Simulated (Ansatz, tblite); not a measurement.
**The cluster Cs₃H₃−: rung by rung**

Aim: run the doublet of the cluster Cs₃H₃− at one geometry on many levels, and compare frontier levels, spin and run time.

Program: Ansatz 0.2.0, Gaussian basis. Level of theory: as each input shows. These are calculated values, not measurements.

The runs, in order: GFN2-xTB, PBE-D4/def2-TZVPD, r2SCAN-D4/def2-TZVPD, ωB97M-V/def2-TZVPD, HF/def2-TZVPD, CAM-B3LYP-D4/def2-TZVPD, r2SCAN0-D4/def2-TZVPD, r2SCANh-D4/def2-TZVPD, HSE06-D4/def2-TZVPD, B3LYP-D4/def2-TZVPD, LC-ωPBE(0.10)/def2-TZVPD, LC-ωPBE(0.15)/def2-TZVPD, LC-ωPBE(0.20)/def2-TZVPD, LC-ωPBE(0.30)/def2-TZVPD, PBE-D4/def2-SVPD, PBE0-D4/def2-SVPD, CCSD(T)/def2-TZVPD, RPA/def2-TZVPD.

**1. The geometry**

The doublet was relaxed beforehand with r2SCAN-D4/def2-TZVPD. At that level it is the lowest of the isomers that a small search found.

6 atoms, charge -1, spin multiplicity 2.

Bond lengths: Cs1–Cs2 4.831 Å, Cs1–Cs3 4.831 Å, Cs1–H6 2.869 Å, Cs2–Cs3 5.076 Å, Cs2–H4 3.285 Å, Cs2–H6 2.864 Å, Cs3–H4 3.285 Å, Cs3–H6 2.864 Å. Angles: Cs2–Cs1–Cs3 63.4°, Cs2–Cs1–H6 32.5°, Cs3–Cs1–H6 32.5°, Cs1–Cs2–Cs3 58.3°, Cs1–Cs2–H4 66.7°, Cs1–Cs2–H6 32.6°, Cs3–Cs2–H4 39.4°, Cs3–Cs2–H6 27.6°, H4–Cs2–H6 40.1°, Cs1–Cs3–Cs2 58.3°, Cs1–Cs3–H4 66.7°, Cs1–Cs3–H6 32.6°, Cs2–Cs3–H4 39.4°, Cs2–Cs3–H6 27.6°, H4–Cs3–H6 40.1°, Cs2–H4–Cs3 101.2°, Cs1–H6–Cs2 114.9°, Cs1–H6–Cs3 114.9° and more.

Cs takes a core potential in the def2 sets. No spin-orbit coupling is included. The ion is computed in the gas phase, without counter-ions or solvent.

PBE0-D4/def2-TZVPD was run before; its log isn't repeated, and its numbers join the tables.

**2. GFN2-xTB**

Tight binding, by tblite at 300 K electronic temperature and without a spin-polarisation term:

```python
tblite.interface.Calculator('GFN2-xTB', numbers, positions, charge=-1, uhf=1).singlepoint()
```

Energy -55.5826 eV; 0.004 s.

**3. PBE-D4/def2-TZVPD**

start.molden holds the orbitals of an earlier run on this state, given as this run's starting guess.

Input file in.yaml:

```yaml
crystal:
  periodic: [false, false, false]
  atoms:
    - {symbol: Cs, position_ang: [-1.733109, 2.941669, 0.316870]}
    - {symbol: Cs, position_ang: [2.637143, 0.903659, 0.019569]}
    - {symbol: Cs, position_ang: [-1.384429, -1.654225, 1.765448]}
    - {symbol: H, position_ang: [0.217699, -1.051274, -1.038099]}
    - {symbol: H, position_ang: [0.444636, -1.668771, -1.419422]}
    - {symbol: H, position_ang: [-0.181950, 0.528942, 0.355635]}
basis:
  gaussian: {orbitals: def2-TZVPD, initial_orbitals: start.molden}
total_charge: -1
magnetization: {spin_polarized: true, initial_magnetization: 1}
hamiltonian: {xc: pbe, dispersion: d4}
scf: {omitted_lower_state_checks: [starts]}
output: {forces: true, orbitals: {seedname: orbitals}}
```

Run with:

```console
$ ansatz run in.yaml --threads 4 --pin off --events-out ev --progress --plain --max-ram 3916MiB
```

After this run come: r2SCAN-D4/def2-TZVPD; ωB97M-V/def2-TZVPD; HF/def2-TZVPD; CAM-B3LYP-D4/def2-TZVPD; r2SCAN0-D4/def2-TZVPD; r2SCANh-D4/def2-TZVPD; HSE06-D4/def2-TZVPD; B3LYP-D4/def2-TZVPD; LC-ωPBE(0.10)/def2-TZVPD; LC-ωPBE(0.15)/def2-TZVPD; LC-ωPBE(0.20)/def2-TZVPD; LC-ωPBE(0.30)/def2-TZVPD; PBE-D4/def2-SVPD; PBE0-D4/def2-SVPD; CCSD(T)/def2-TZVPD; RPA/def2-TZVPD.

Q: Predict the results of all the runs planned. Wanted: gap in def2-TZVPD, named functionals and Hartree-Fock, smallest and largest; gap over the ω; correlation energy, CCSD(T)/def2-TZVPD; ⟨S²⟩ in def2-TZVPD, named functionals and Hartree-Fock, smallest and largest; PBE0 total energy, smallest basis above largest.

The runs gave:

```
                                                                    quantity                            value
 gap in def2-TZVPD, named functionals and Hartree-Fock, smallest and largest   0.28 eV (PBE-D4), 2.96 eV (HF)
                                                     gap over the ω (1/bohr)   2.41 eV at 0.1, 2.91 eV at 0.3
                                      correlation energy, CCSD(T)/def2-TZVPD                        -11.45 eV
⟨S²⟩ in def2-TZVPD, named functionals and Hartree-Fock, smallest and largest                     1.253, 1.707
                             PBE0 total energy, smallest basis above largest  0.29 eV (def2-SVPD, def2-TZVPD)
```

Orbital gaps of the named functionals and Hartree-Fock in def2-TZVPD span 0.28 eV (PBE-D4) to 2.96 eV (HF); exact exchange widens it. Raising the ω (1/bohr) from 0.1 to 0.3 moves the HOMO by -0.35 eV and the LUMO by +0.15 eV. Over the named functionals and Hartree-Fock in def2-TZVPD spin contamination reaches 0.96 (HF), and every level is far from pure, so all describe a mixture with higher spin. PBE-D4, r2SCAN-D4, r2SCANh-D4, B3LYP-D4, HSE06-D4 put the HOMO above zero: the outermost electron is held by the basis alone. Notes on CCSD(T)/def2-TZVPD: spin contamination.
